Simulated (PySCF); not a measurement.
# C2H6Te (TeMe2): the cost of one run

Programs: PySCF 2.14.0, with routines of our own; each step states its level. All values are computed. Atoms count from 0.

3 further runs of the same task are left out: 3 for a basis unfit for spin-orbit shieldings.

## 1. The starting structure

9 atoms, charge 0, multiplicity 1; geometry from: GFN2-xTB.

## 2. NMR shieldings: PBE0/x2c-SVPall-2c Te:us-x2c-SVPall-2c, spin-free

Job settings and geometry (Å):

```
{"job": {"xc": "PBE0", "basis": {"default": "x2c-SVPall-2c", "Te": "us-x2c-SVPall-2c"}, "rel": "sf", "kind": "hnmr"}, "charge": 0, "multiplicity": 1}
Te     0.005550     0.008920    -1.491420
C      1.559970    -0.016730     0.010540
H      1.485120    -0.911570     0.615620
H      1.479070     0.856440     0.644940
H      2.516550    -0.005850    -0.492760
C     -1.561000     0.018000    -0.004310
H     -1.501390     0.913020     0.602350
H     -1.468990    -0.855330     0.628630
H     -2.514880    -0.006890    -0.513590
```

With the program's defaults for keys left out, this is: PBE0/x2c-SVPall-2c Te:us-x2c-SVPall-2c GIAO NMR shielding, spin-free X2C, Gaussian nuclei, gas phase.

Command:

```sh
$ OMP_NUM_THREADS=1 python heavy_run.py task.json out
```

This one command runs all jobs of the session in turn.

**Question.** How long does this first job take on 1 thread of Intel Xeon 6975P-C, shared host, and how much memory does it need?

About 9 s, with a peak of 0.67 GiB.
